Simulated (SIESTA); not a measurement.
Set up this calculation in SIESTA 5.4.2, as the native input.

```yaml
Task: band structure
Functional: LDA
Potentials_or_basis: PseudoDojo 0.4 standard (LDA files)
Basis: DZP (energy shift 0.003 Ry; two zetas on semicore shells)
Grid_cutoff: 500 Ry
Energy_shift: 0.003 Ry
k_mesh: 7 × 7 × 7
Occupations: fermi-dirac, width 0.05 eV
Spin: no spin polarisation
```

Crystal: As2S.

```
CELL_PARAMETERS angstrom
-3.50648 3.50648 2.48592
3.50648 -3.50648 2.48592
3.50648 3.50648 -2.48592
ATOMIC_POSITIONS crystal
As 0.87500 0.12500 0.25000
As 0.87500 0.62500 0.75000
As 0.37500 0.12500 0.25000
As 0.87500 0.12500 0.75000
S 0.25000 0.75000 0.50000
S 0.50000 0.50000 0.00000
```

The cell comes from a database or a generator and needn't be the stable form of this composition.

The input as run:

As2S.fdf

```
SystemName                      As2S
SystemLabel                     As2S
NumberOfSpecies                 2
NumberOfAtoms                   6
%block ChemicalSpeciesLabel
  1  33 As
  2  16 S
%endblock ChemicalSpeciesLabel

LatticeConstant                 1.0 Ang
%block LatticeVectors
    -3.5064800000     3.5064800000     2.4859190000
     3.5064800000    -3.5064800000     2.4859190000
     3.5064800000     3.5064800000    -2.4859190000
%endblock LatticeVectors
AtomicCoordinatesFormat         Fractional
%block AtomicCoordinatesAndAtomicSpecies
     0.8750000000     0.1250000000     0.2500000000  1  As
     0.8750000000     0.6250000000     0.7500000000  1  As
     0.3750000000     0.1250000000     0.2500000000  1  As
     0.8750000000     0.1250000000     0.7500000000  1  As
     0.2500000000     0.7500000000     0.5000000000  2  S
     0.5000000000     0.5000000000     0.0000000000  2  S
%endblock AtomicCoordinatesAndAtomicSpecies

%block kgrid.MonkhorstPack
    7   0   0  0.0
    0   7   0  0.0
    0   0   7  0.0
%endblock kgrid.MonkhorstPack
XC.Functional                   LDA
XC.Authors                      PW92
PAO.BasisSize                   DZP
PAO.EnergyShift                 0.003 Ry
Mesh.Cutoff                     500 Ry
OccupationFunction              FD
ElectronicTemperature           0.05 eV
MaxSCFIterations                120
SCF.MustConverge                false
SCF.Mixer.Method                Pulay
SCF.Mixer.Weight                0.25
SCF.Mixer.History               8
SCF.DM.Tolerance                5.0e-05
SCF.H.Tolerance                 1.0e-03 eV
WriteForces                     true
Charge.Mulliken                 end
BandLinesScale                  ReciprocalLatticeVectors
%block BandLines
    1    0.000000   0.000000   0.000000  \Gamma
    9    0.000000   0.000000   0.500000  X
    9   -0.500000   0.500000   0.500000  M
   12    0.000000   0.000000   0.000000  \Gamma
   13    0.375653   0.375653  -0.375653  Z
   10    0.250000   0.250000   0.250000  P
    6    0.000000   0.500000   0.000000  N
    8   -0.375653   0.624347   0.375653  Z1
    4   -0.500000   0.500000   0.500000  M
    1    0.000000   0.000000   0.500000  X
    9    0.250000   0.250000   0.250000  P
%endblock BandLines
%block PAO.Basis
  As 4
  n=4 0 2
    5.501 0.000
  n=4 1 2
    7.297 0.000
  n=3 2 2
    2.890 0.000
  n=4 2 1
    7.297
%endblock PAO.Basis
```

Potentials or basis: PseudoDojo 0.4 standard (LDA files), DZP (energy shift 0.003 Ry; two zetas on semicore shells).

Launch:

```sh
$ siesta < As2S.fdf > As2S.out 2>&1
```

Results of the run:

* Pressure: -2.6 GPa
* Band gap on the k mesh: none (metal or under the smearing width)

Caveat: the basis of atomic orbitals isn't converged, which shifts pressures, moduli and gaps.

Run time: 76 s on 1 thread of Intel(R) Xeon(R) 6975P-C (Granite Rapids), with other jobs on the host, peak memory 0.48 GiB.
